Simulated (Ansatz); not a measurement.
Crystal: Tc4N3.

```
CELL_PARAMETERS angstrom
1.40383 0.81050 10.79622
-1.40383 0.81050 10.79622
0.00000 -1.62101 10.79622
ATOMIC_POSITIONS crystal
Tc 0.13434 0.13434 0.13434
Tc 0.86566 0.86566 0.86566
Tc 0.37920 0.37920 0.37920
Tc 0.62080 0.62080 0.62080
N 0.24282 0.24282 0.24282
N 0.00000 0.00000 0.00000
N 0.75718 0.75718 0.75718
```

The cell comes from a database or a generator and needn't be the stable form of this composition.

```yaml
Program: Ansatz 0.2.0
Task: single point
Functional: PBE
Potentials_or_basis: Ansatz PAW earlier set
Cutoff: "500 eV (not typed: the program's choice for these potentials)"
k_mesh: 11 × 11 × 11
Occupations: fermi-dirac, width 0.05 eV
Spin: no spin polarisation
```

On this cell: pressure -5.2 GPa; largest force 0.253 eV/Å; band gap on the k mesh none (metal or under the smearing width).

The same run follows on a disturbed copy (atoms moved at random, drawn with an rms of 0.05 Å):

```
Tc N
1.0
     1.40383    0.81050   10.79622
    -1.40383    0.81050   10.79622
     0.00000   -1.62101   10.79622
Tc N
4 3
Direct
  0.12383 0.12334 0.15892
  0.84110 0.88235 0.86883
  0.38948 0.39482 0.35569
  0.62013 0.61286 0.62986
  0.24876 0.25066 0.23120
  0.00195 0.99410 0.00796
  0.76011 0.77068 0.74530
```

Q: What changes?

A: The energy (extrapolated to zero smearing) moves by +17.4 meV/atom; pressure -4.2 GPa; largest force 1.559 eV/Å; band gap on the k mesh none (metal or under the smearing width).

Forces in eV/Å, atoms in the order of the input:
```
Tc  -0.386  0.770 -0.888
Tc   0.478 -0.201  1.470
Tc   0.085 -0.283 -0.353
Tc  -0.112  0.255 -0.115
N   -0.046 -0.320  0.167
N   -0.106  0.232  0.051
N    0.087 -0.453 -0.333
```

Stress tensor (GPa, compression positive):
```
-4.07  0.07  0.77
 0.07 -2.83  0.10
 0.77  0.10 -5.59
```
